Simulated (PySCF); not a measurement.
Molecule: Cl4Si, in a box.

```
Cl Si
1.0
    12.00000    0.00000    0.00000
     0.00000   13.00000    0.00000
     0.00000    0.00000   13.00000
Cl Si
4 1
Cartesian
  4.8239 6.1099 8.1498
  7.4933 4.9636 6.4921
  4.6061 5.5032 4.9353
  6.3420 8.0605 5.9650
  5.7760 6.1378 6.3798
```

The cell isn't the ideal one: atoms moved at random, drawn with an rms of 0.05 Å.

Base run:

```yaml
Program: PySCF 2.14.0
Functional: r2SCAN0
Potentials_or_basis: 6-31g* (all-electron)
k_mesh: 1 × 1 × 1
Occupations: fixed
Spin: no spin polarisation
```

Its results: gap between the frontier levels 9.19 eV.

Question: After a change of settings the same cell gave: gap between the frontier levels 6.30 eV. Which change was it?
A. functional from r2SCAN0 to r2SCAN50; dispersion from none to D4
B. functional from r2SCAN0 to N12
C. functional from r2SCAN0 to MN15-L; dispersion from none to D3

Answer: B.

Caveats: this is a molecule in a periodic box at the Γ point, so its band gap is the HOMO-LUMO gap; the basis of atomic orbitals isn't converged, which shifts pressures, moduli and gaps.

Runs at the PBE level aren't shown here.
